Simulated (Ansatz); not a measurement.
# GaBr+ (doublet): the correlation ladder at distance Ga1–Br2 = 2.467 Å, cc-pVTZ

An exercise on one series of results from a longer session: the logs are not shown, and one member is left open.

The runs use Ansatz 0.2.0, Gaussian basis; cc-pVTZ, core rule «outside noble gas», up to 28 orbitals frozen.

Plan: UHF; CCSD(T) on ROHF; CCSD(T) on UHF; BCCD(T) on ROHF; CISD; CCSDT(Q) on ROHF; CCSDT(Q) on UHF; CASSCF and NEVPT2, 3 electrons in 3 orbitals.

18 further runs of the same task are left out: 6 for a known fault of the program, 9 that didn't finish, 3 set aside as unsound or not needed.

### What is computed

The geometry derives from a PBE0/def2-TZVP stationary point (not a proven minimum). One bond is set to the value named and the two fragments are kept rigid. No spin-orbit coupling is included. The filled d shell of Ga, Br may be among the frozen orbitals whatever the setting's name suggests; the logs give the count.

2 atoms, charge 1, spin multiplicity 2.

Atoms are counted from 1 here; the program's logs count them from 0.

Bond lengths: Ga1–Br2 2.467 Å.

The first run:

The input, in.yaml:

```yaml
crystal:
  periodic: [false, false, false]
  atoms:
    - {symbol: Ga, position_ang: [0.000000, 0.000000, 0.000000]}
    - {symbol: Br, position_ang: [0.000000, 0.000000, 2.467000]}
basis:
  gaussian: {orbitals: cc-pVTZ}
total_charge: 1
magnetization: {spin_polarized: true, initial_magnetization: 1}
hamiltonian: {xc: hf}
output: {orbitals: {seedname: orbitals}}
```

Started as:

```console
$ ansatz run in.yaml --threads 1 --pin off --events-out ev --progress --plain --max-ram 2393MiB
```

Steps of the session up to this table: UHF; CCSD(T) on ROHF; CCSD(T) on UHF; BCCD(T) on ROHF; CISD; CCSDT(Q) on ROHF; CCSDT(Q) on UHF; CASSCF and NEVPT2, 3 electrons in 3 orbitals.

One table of the session follows, with a row left open; its other results are not shown here.

It belongs to the step «Misses and costs». 

| method | from UCCSDT(Q) (meV) |
| --- | --- |
| ROHF | +6076.2 |
| UHF | +5805.2 |
| RMP2 | +874.0 |
| UMP2 | ? |
| RCCSD | +299.5 |
| UCCSD | +272.9 |
| RCCSD(T) | +43.6 |
| UCCSD(T) | +40.9 |
| BCCD(T) | +46.8 |
| RCCSDT | +22.7 |
| UCCSDT | +13.5 |
| RCCSDT(Q) | +9.4 |
| UCCSDT(Q) | 0 |
| CASSCF pair | +5517.3 |
| NEVPT2 pair | +853.3 |

Q: Estimate the row for UMP2 from the others.

As computed: from UCCSDT(Q) (meV): +953.0. In the column «from UCCSDT(Q) (meV)» it lies between RMP2 (+874.0) and CASSCF pair (+5517.3).

Not comparable, so not listed: CISD (they don't share determinant, frozen orbitals or solution with the rows shown, or repeat one).

To keep in mind: Restricted and unrestricted rows rest on different reference determinants; where their highest levels disagree by more than a few hundredths of an eV, they describe different states and don't form one ladder.
